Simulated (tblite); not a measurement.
# C6H14OSi2: the cost of one run

Computed with tblite 0.8.0 and PySCF 2.14.0, with density-fitted response routines of our own, on a single molecule in the gas phase. Atoms count from 0, in the outputs and in this text.

### 1 The molecule as given

23 atoms, charge 0, multiplicity 1; geometry from: force field or distance geometry start.

Bonds of the start (Å): O0–C1 1.22, C1–C2 1.53, C2–C3 1.53, C3–C4 1.55, C4–C5 1.52, C5–C6 1.54, C6–Si7 1.88, Si7–Si8 2.30, C6–C2 1.53, C1–H9 1.12, C2–H10 1.10, C3–H11 1.09, C3–H12 1.08, C4–H13 1.10, C4–H14 1.09, C5–H15 1.10, C5–H16 1.10, C6–H17 1.10, Si7–H18 1.49, Si7–H19 1.49, Si8–H20 1.49, Si8–H21 1.49, Si8–H22 1.47.

### 2 Optimising the geometry with GFN2-xTB

What the job is given:

```
{"job": {"kind": "relax", "xc": "GFN2-xTB", "basis": "xTB"}, "charge": 0, "multiplicity": 1}
O     -1.108500     2.581400    -0.340500
C     -1.396100     1.437400    -0.023600
C     -0.746100     0.217500    -0.671300
C     -1.810600    -0.864100    -0.872600
C     -1.706200    -1.783300     0.369200
C     -0.509000    -1.292500     1.164900
C      0.327700    -0.460700     0.174100
Si     1.688300     0.594900     0.940500
Si     2.944000     1.588600    -0.713600
H     -2.082800     1.232000     0.830800
H     -0.365600     0.545000    -1.647000
H     -2.828000    -0.478600    -0.979200
H     -1.586000    -1.453300    -1.754400
H     -1.558100    -2.821900     0.043000
H     -2.621100    -1.738300     0.967900
H      0.060900    -2.127900     1.601400
H     -0.849700    -0.676400     2.013200
H      0.844400    -1.186100    -0.476200
H      1.059700     1.586000     1.858400
H      2.551600    -0.287100     1.776100
H      3.982300     2.477600    -0.123200
H      2.085000     2.388500    -1.634500
H      3.619000     0.548000    -1.511400
```

Started as:

```sh
OMP_NUM_THREADS=1 python probes_run.py task.json out
```

One launch serves the whole session: the jobs run in the order shown.

Q: Estimate the wall time and peak memory of this first job on 1 thread of Intel Xeon at 2.50GHz, shared host.

About 6.6 s, with a peak of 0.18 GiB.
